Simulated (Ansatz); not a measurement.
Working through a projected density of states of MgS, space group Fm-3m

With Ansatz 0.2.0 through its Python package.

Notebook, run cell by cell (the value of a cell's last expression is shown):

In [1]:
```python
import ansatz as az
import numpy as np

system = (
    az.Lattice.fcc(5.2033)
    .space_group(225)
    .atom("Mg", (0.0, 0.0, 0.0))
    .atom("S", (0.5, 0.0, 0.0))
    .primitive()
)
```

In [2]:
```python
[site.symbol for site in system.resolved().sites]
```
Out [2]:
```text
['Mg', 'S']
```

In [3]:
```python
job = (
    system.calculation()
    .scf(tolerance=1e-07)
    .basis(510)
    .occupations("Fixed")
    .kpoints(5)
    .scf(extra_bands=10)
    .density_of_states(projected=True, energy_step=0.05)
)
planned = job.session().plan(threads=1)
facts = planned.describe()
print("plan:", facts["n_bands"], "bands,", len(facts["kpoints_frac"]), "k-points, plane waves", facts["n_pw_range"], "grid", facts["fft_dense"])
done = planned.execute()
data = done.report
```
```text
plan: 18 bands, 10 k-points, plane waves [913, 941] grid [30, 30, 30]
```

In [4]:
```python
data["published_state_doubts"]
```
Out [4]:
```text
[]
```

In [5]:
```python
[(site.symbol, site.position_frac.round(4).tolist()) for site in done.lattice.sites]
```
Out [5]:
```text
[(<Element.MG: 'Mg'>, [0.0, 0.0, 0.0]), (<Element.S: 'S'>, [0.5, 0.5, 0.5])]
```

In [6]:
```python
dos = done.density_of_states()
energy = np.asarray(dos.energies_ev) - dos.fermi_ev
curves = {}
for site in done.projected_density_of_states().sites:
    for shell in site.shells:
        weight = sum(np.sum(curve.g_bin_mean_per_ev, axis=0) for curve in shell.curves)
        name = f"{site.species} {shell.label}"
        curves[name] = curves.get(name, 0) + weight
```

In [7]:
```python
print("E-EF   " + " ".join(f"{name:>8s}" for name in curves))
for e in np.arange(-6, 6 + 0.1, 0.5):
    print(f"{e:5.1f}  " + " ".join(f"{np.interp(e, energy, g):8.3f}" for g in curves.values()))
```
```text
E-EF      Mg 2S    Mg 3S    Mg 2P     S 3S     S 3P
 -6.0     0.000    0.000    0.000    0.000    0.000
 -5.5     0.000    0.000    0.000    0.000    0.000
 -5.0     0.000    0.000    0.000    0.000    0.000
 -4.5     0.000    0.000    0.000    0.000    0.000
 -4.0     0.001    0.270    0.000    0.036    1.320
 -3.5     0.001    0.098    0.000    0.046    0.486
 -3.0     0.000    0.040    0.000    0.026    0.219
 -2.5     0.000    0.063    0.000    0.026    1.095
 -2.0     0.000    0.022    0.000    0.015    1.064
 -1.5     0.000    0.053    0.000    0.007    2.698
 -1.0     0.000    0.013    0.000    0.002    1.904
 -0.5     0.000    0.000    0.000    0.000    1.226
  0.0     0.000    0.000    0.000    0.000    0.004
  0.5     0.000    0.000    0.000    0.000    0.000
  1.0     0.000    0.000    0.000    0.000    0.000
  1.5     0.000    0.000    0.000    0.000    0.000
  2.0     0.000    0.000    0.000    0.000    0.000
  2.5     0.000    0.000    0.000    0.000    0.000
  3.0     0.000    0.000    0.000    0.000    0.000
  3.5     0.000    0.120    0.000    0.007    0.010
  4.0     0.000    0.181    0.000    0.012    0.024
  4.5     0.000    0.313    0.000    0.029    0.057
  5.0     0.001    0.862    0.000    0.103    0.212
  5.5     0.000    0.221    0.000    0.052    0.063
  6.0     0.000    0.028    0.000    0.004    0.015
```

What to keep in mind:
- Along an axis with an odd division the mesh misses the point at one half; a gap read on a finite mesh is an upper bound on this functional's gap.
- Semilocal gaps usually lie well under measured ones.
- With fixed filling the reported Fermi level is the top filled level among the k-points of the SCF.
- The crystal has a gap of about 3.20 eV on the mesh; bins of finite width blur the band edges.
- No functional is typed, so the default, PBE, holds.
- The structure is a deposited one; some such entries were measured under pressure or heat, so a shift against it needn't be the functional's error alone.
- Curves are summed over the cell's atoms. Only shells that the potentials hold have channels, so projections don't add up to the total, least of all where a shell is missing (p of most metals); heights and places of peaks move with the mesh.
- The density of states is complete only as far up as bands were computed.
- The whole script took 1.1 s on 1 thread of Arm Neoverse V2, with other jobs on the host, peak memory 0.32 GiB.

(Lines on the test bed's own set-up are left out of the output.)
